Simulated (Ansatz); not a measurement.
# CH4B2O (SMILES BOB=C): single points off equilibrium

One table from this session's results is given with a row withheld; the runs are named, their logs left out.

Program: Ansatz 0.2.0, Gaussian basis. Level of theory: single points in def2-TZVPP. These are calculated values, not measurements.

Correlated methods freeze the cores.

## Where the work starts

8 atoms, charge 0, spin multiplicity 1.

Atoms are counted from 1 here; the program's logs count them from 0.

Bond lengths: B1–O2 1.342 Å, B1–H5 1.138 Å, B1–H6 1.151 Å, O2–B3 1.252 Å, B3–C4 1.445 Å, C4–H7 1.072 Å, C4–H8 0.967 Å. Angles: O2–B1–H5 114.8°, O2–B1–H6 118.8°, H5–B1–H6 126.3°, B1–O2–B3 176.2°, O2–B3–C4 176.0°, B3–C4–H7 120.7°, B3–C4–H8 123.6°, H7–C4–H8 115.2°.

Geometry (Å):

```xyz
8
charge 0, multiplicity 1
B    -1.4683   -1.3049    0.3865
O    -0.4540   -0.4898    0.0573
B     0.4649    0.3240   -0.1918
C     1.4877    1.3221   -0.4049
H    -2.4737   -0.7878    0.5140
H    -1.2450   -2.4167    0.5823
H     1.2250    2.3448   -0.5920
H     2.4273    1.1135   -0.5022
```

Set-up of the first run:

Input file run/in.yaml:

```yaml
crystal:
  periodic: [false, false, false]
  atoms:
    - {symbol: B, position_ang: [-1.468300, -1.304900, 0.386500]}
    - {symbol: O, position_ang: [-0.454000, -0.489800, 0.057300]}
    - {symbol: B, position_ang: [0.464900, 0.324000, -0.191800]}
    - {symbol: C, position_ang: [1.487700, 1.322100, -0.404900]}
    - {symbol: H, position_ang: [-2.473700, -0.787800, 0.514000]}
    - {symbol: H, position_ang: [-1.245000, -2.416700, 0.582300]}
    - {symbol: H, position_ang: [1.225000, 2.344800, -0.592000]}
    - {symbol: H, position_ang: [2.427300, 1.113500, -0.502200]}
basis:
  gaussian: {orbitals: def2-TZVPP}
correlation: {method: ccsd_t}
output: {forces: true}
```

Started as:

```console
$ ansatz run in.yaml --threads 4 --pin off --events-out ev --progress --plain --max-ram 5222MiB
```

Steps of the session up to this table: CCSD(T)/def2-TZVPP; PBE0-D4/def2-TZVPP; wB97M-V/def2-TZVPP; r2SCAN-D4/def2-TZVPP; PBE-D4/def2-TZVPP; B97M-V/def2-TZVPP; BHLYP-D4/def2-TZVPP.

One of the session's tables, all rows but one given; the rest of the session is left out.

| method | RMS force component (eV/Å) | angle to CCSD(T) forces (°) | dipole (D) |
| --- | --- | --- | --- |
| CCSD(T) | 2.089 | reference | 2.03 |
| PBE0-D4 | 2.116 | 4.3 | 1.82 |
| wB97M-V | 2.143 | 3.1 | 2.19 |
| r2SCAN-D4 | 2.083 | 4.0 | 1.60 |
| PBE-D4 | 2.106 | 4.4 | 1.27 |
| B97M-V | ? | ? | ? |
| BHLYP-D4 | 2.064 | 5.9 | 2.23 |

**Question.** Estimate the row for B97M-V.

The run gave: RMS force component (eV/Å): 2.045; angle to CCSD(T) forces (°): 5.1; dipole (D): 1.56. In the column «RMS force component (eV/Å)» it is the lowest.

To keep in mind: The reference is not at the basis limit: in triple zeta CCSD(T) underbinds, which counts against methods that bind more; the gaps are no ranking.
